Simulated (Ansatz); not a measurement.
Crystal: HfIn4SiO6.

```
Hf In Si O
1.0
     2.41414   -8.12134   -0.00008
     2.41414    8.12134   -0.00008
    -0.99593    0.00000    4.72934
Hf In Si O
1 4 1 6
Direct
  0.00000 0.00000 0.00000
  0.66331 0.33669 0.00000
  0.16209 0.83791 0.50000
  0.33669 0.66331 0.00000
  0.83791 0.16209 0.50000
  0.50000 0.50000 0.50000
  0.73030 0.73030 0.27048
  0.26970 0.26970 0.72952
  0.19567 0.35702 0.27610
  0.64298 0.80433 0.72390
  0.80433 0.64298 0.72390
  0.35702 0.19567 0.27610
```

The cell was built by a generator and needn't be a form met in nature.

Base run:

```yaml
Program: Ansatz 0.2.0
Functional: PBE
Potentials_or_basis: Ansatz PAW
Cutoff: "420 eV (not typed: the program's choice for these potentials)"
k_mesh: 6 × 6 × 6
Occupations: fermi-dirac, width 0.05 eV
Spin: no spin polarisation
Hubbard_terms: Hf d U = 4 eV
```

Its results: band gap on the k mesh none (metal or under the smearing width); pressure 0.9 GPa; largest force 0.357 eV/Å.

Problem. The run is repeated on the same cell with these changes: hubbard terms from Hf d U = 4 eV to Hf d U = 2 eV. What comes out?

Solution. Band gap on the k mesh none (metal or under the smearing width); pressure 0.5 GPa; largest force 0.163 eV/Å.

Caveats: U without spin polarisation on a metal has little footing; the density of states is complete only up to the lowest level of the last band computed.
